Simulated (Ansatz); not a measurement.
# Tc: energy and pressure over a range of volumes

An exercise on one series of results from a longer session: the logs are not shown, and one member is left open.

Computed with Ansatz 0.2.0 (DFT PBEsol, scalar-relativistic, unless a step's input says otherwise).

## The system as given

Symmetry: Fm-3m, No. 225, cubic system. Conventional cell: a = 3.900 Å, b = 3.900 Å, c = 3.900 Å, α = 90.00°, β = 90.00°, γ = 90.00°. Tc (site symmetry m-3m) has 12 Tc at 2.76 Å as nearest neighbours.

As a file:

```xyz
1
Lattice="0.0000 1.9500 1.9500 1.9500 0.0000 1.9500 1.9500 1.9500 0.0000" Properties=species:S:1:pos:R:3 pbc="T T T"
Tc    0.0000    0.0000    0.0000
```

The cell comes from a crystallographic database entry that wasn't checked; take it as a given geometry, which may be far from equilibrium.

Set-up of the first run:

File input.yaml:

```yaml
crystal:
  lattice:
    - [0.0, 1.910192912, 1.910192912]
    - [1.910192912, 0.0, 1.910192912]
    - [1.910192912, 1.910192912, 0.0]
  atoms:
    - { symbol: Tc, position: [0.0, 0.0, 0.0] }
kpoints:
  mp_grid: { grid: [18, 18, 18] }
  band_path:
    path:
      - [0.0, 0.0, 0.0]
      - [0.5, 0.0, 0.5]
      - [0.625, 0.25, 0.625]
      - [0.375, 0.375, 0.75]
      - [0.0, 0.0, 0.0]
      - [0.5, 0.5, 0.5]
      - [0.5, 0.25, 0.75]
      - [0.5, 0.0, 0.5]
    npoints: 5
scf:
  occupations: { method: fermi_dirac, width: 0.03 }
hamiltonian:
  xc: pbesol
  pseudopotentials: { kind: all_electron, lapw: { basis_error: 0.00025 } }
output:
  forces: true
  stress: true
  eigenvalues: true
```

The run is started by

```sh
$ ansatz run input.yaml --threads 1 --pin off --max-ram 3072MiB --backend cpu --events-out ev --progress --plain --runs-dir out
```

Among the steps run: Volume × 0.94, LAPW; Volume × 0.94, PAW; Volume × 0.94, crystal datasets; Volume × 0.95, LAPW; Volume × 0.98, LAPW; Volume × 0.98, PAW; Volume × 0.98, crystal datasets; Volume × 1.01, LAPW; Volume × 1.01, PAW; Volume × 1.01, crystal datasets; Volume × 1.04, LAPW; Volume × 1.04, PAW; Volume × 1.04, crystal datasets.

One of the session's tables, all rows but one given; the rest of the session is left out.

| method | volume (Å³/atom) | pressure (GPa) |
| --- | --- | --- |
| LAPW | 13.940 | 3.17 |
| LAPW | 14.088 | -0.33 |
| LAPW | 14.533 | -9.73 |
| LAPW | 14.830 | -15.16 |
| LAPW | 14.978 | -17.65 |
| LAPW | 15.423 | -24.28 |
| PAW | 13.940 | 3.18 |
| PAW | 14.533 | ? |
| PAW | 14.978 | -17.64 |
| PAW | 15.423 | -24.27 |
| crystal datasets | 13.940 | 3.17 |
| crystal datasets | 14.533 | -9.73 |
| crystal datasets | 14.830 | -15.16 |
| crystal datasets | 14.978 | -17.64 |
| crystal datasets | 15.423 | -24.28 |

Estimate the missing values for PAW, 14.533.

As computed: pressure (GPa): -9.72. In the column «pressure (GPa)» it lies between crystal datasets, 14.533 (-9.73) and LAPW, 14.088 (-0.33).

To keep in mind: Warnings in the runs' records: gradients without spin orbit, crystal datasets made.
